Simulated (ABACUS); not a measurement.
Crystal: NiMoIrPdW.

```xyz
5
Lattice="4.1171 0.0000 0.0000 -2.0585 3.5655 0.0000 0.0000 0.0000 5.4458" Properties=species:S:1:pos:R:3 pbc="T T T"
Ir    0.0000    2.3770    3.9521
W     0.0000    2.3770    1.2875
Pd    2.0585    1.1885    2.5211
Mo    2.0585    1.1885    5.2367
Ni    0.0000    0.0000    5.2157
```

The cell was built by a generator and needn't be a form met in nature.

Alike in all runs: program ABACUS 3.10.1; functional PBE; potentials or basis PseudoDojo NC SR 0.4.1 PBE standard; cutoff 1361 eV; density cutoff 5442 eV; basis DZP LCAO (the cutoffs set its grid); k mesh 6 × 6 × 4; occupations fermi-dirac, width 0.05 eV.

The same cell was started in several ways:

```tsv
start	free energy over the lowest (meV/atom)	net moment (μB)	site or absolute moments (μB)	gap
collinear spin, ferromagnetic start of up to 1 μB; fixed moment 2.5	96.1	2.50	Ir +0.39; W +0.87; Pd +0.23; Mo +0.51; Ni +0.49	-
collinear spin, ferromagnetic start of up to 1 μB; fixed moment 3	136.4	3.00	Ir +0.49; W +1.01; Pd +0.28; Mo +0.64; Ni +0.57	-
collinear spin, ferromagnetic start of up to 1 μB; fixed moment 1	13.5	1.00	Ir +0.15; W +0.37; Pd +0.09; Mo +0.19; Ni +0.19	-
collinear spin, ferromagnetic start of up to 1 μB; fixed moment 0.5	0.0	0.50	Ir +0.08; W +0.18; Pd +0.05; Mo +0.10; Ni +0.10	-
collinear spin, ferromagnetic start of up to 1 μB; fixed moment 1.5	36.1	1.50	Ir +0.23; W +0.55; Pd +0.14; Mo +0.29; Ni +0.29	-
collinear spin, ferromagnetic start of up to 1 μB; fixed moment 2	63.7	2.00	Ir +0.31; W +0.73; Pd +0.18; Mo +0.40; Ni +0.39	-
```

All polarised runs hold their moment fixed, so the table maps the energy against it. A still lower state may exist.

Caveats: the atomic orbitals were generated for these runs and aren't a published set; the basis of atomic orbitals isn't converged, which shifts pressures, moduli and gaps; the total moment is fixed, so each spin has its own Fermi level; the moment is held away from its start (some runs).
